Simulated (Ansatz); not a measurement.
the Sc-Zn system, a small convex hull

Program: Ansatz 0.2.0 through its Python package.

Run as a notebook:

```python
from collections import Counter
import csv
import warnings

import ansatz as az
from pymatgen.analysis.phase_diagram import PDEntry, PhaseDiagram
from pymatgen.core import Composition
```

```python
def solve(name, crystal):
    calc = (
        crystal.calculation()
        .functional("pbesol")
        .basis(17 * az.Ha)
        .scf(tolerance=1e-09)
        .kpoints(spacing=0.16)
        .occupations("fermi_dirac", width=0.1)
    )
    calc = calc.relax(force_tolerance=0.02, max_steps=40, cell=True)
    return calc.run(threads=1, pin="off")


def counts(outcome):
    return Counter(site.symbol for site in outcome.lattice.sites)
```

```python
warnings.simplefilter("ignore", az.DeckWarning)
```

```python
phases = {}
sczn3_fm_3m = (
    az.Lattice.fcc(6.31278)
    .space_group(225)
    .atom("Sc", [0.0, 0.0, 0.0])
    .atom("Zn", [0.25, 0.75, 0.75])
    .atom("Zn", [0.5, 0.0, 0.0])
    .primitive()
)
phases["ScZn3 Fm-3m"] = sczn3_fm_3m
sczn_pm_3m = (
    az.Lattice.cubic(3.35)
    .space_group(221)
    .atom("Sc", [0.0, 0.0, 0.0])
    .atom("Zn", [0.5, 0.5, 0.5])
)
phases["ScZn Pm-3m"] = sczn_pm_3m
sc = (
    az.Lattice.of([3.309, 0.0, 0.0], [-1.6545, 2.86568, 0.0], [0.0, 0.0, 5.2733])
    .atom("Sc", [1 / 3, 2 / 3, 0.25])
    .atom("Sc", [2 / 3, 1 / 3, 0.75])
)
phases["Sc"] = sc
zn = (
    az.Lattice.from_parameters(2.67, 2.67, 4.966, alpha=90.0, beta=90.0, gamma=120.0)
    .atom("Zn", [1 / 3, 2 / 3, 0.25])
    .atom("Zn", [2 / 3, 1 / 3, 0.75])
)
phases["Zn"] = zn
```

```python
done = {name: solve(name, crystal) for name, crystal in phases.items()}
```

```python
entries = [PDEntry(Composition(dict(counts(o))), o.report["energy_sigma0_ev"], name=name) for name, o in done.items()]
diagram = PhaseDiagram(entries)
rows = [(e.name, e.composition.get_atomic_fraction("Zn"), diagram.get_form_energy_per_atom(e), diagram.get_e_above_hull(e)) for e in entries]
rows.sort(key=lambda row: row[1])
with open("hull.csv", "w", newline="") as handle:
    writer = csv.writer(handle)
    writer.writerow(["phase", "x(Zn)", "E_form (eV/atom)", "above hull (eV/atom)"])
    writer.writerows([round(v, 4) if isinstance(v, float) else v for v in row] for row in rows)
print(open("hull.csv").read())
print("on the hull of these phases:", ", ".join(row[0] for row in rows if row[3] < 1e-6))
```

    phase,x(Zn),E_form (eV/atom),above hull (eV/atom)
    Sc,0.0,0.0,0.0
    ScZn Pm-3m,0.5,-0.387,0.0
    ScZn3 Fm-3m,0.75,-0.3131,0.0
    Zn,1.0,0.0,0.0
    
    on the hull of these phases: Sc, ScZn Pm-3m, ScZn3 Fm-3m, Zn

Caveats:
- The program warned that this SCF threshold is loose for forces or stresses.
- The cells come from databases of deposited and of computed structures, and not all need be stable phases.
- Differences under 10 to 15 meV an atom lie within the error of mesh and functional, so such verdicts may flip; only the cells listed enter the hull.
- The script silences the warnings on its input, which a real study should read.
- It ran for 100 s on 1 thread of Intel(R) Xeon(R) Platinum 8259CL CPU @ 2.50GHz (Skylake/Cascade Lake), on a shared host, peak memory 0.63 GiB.
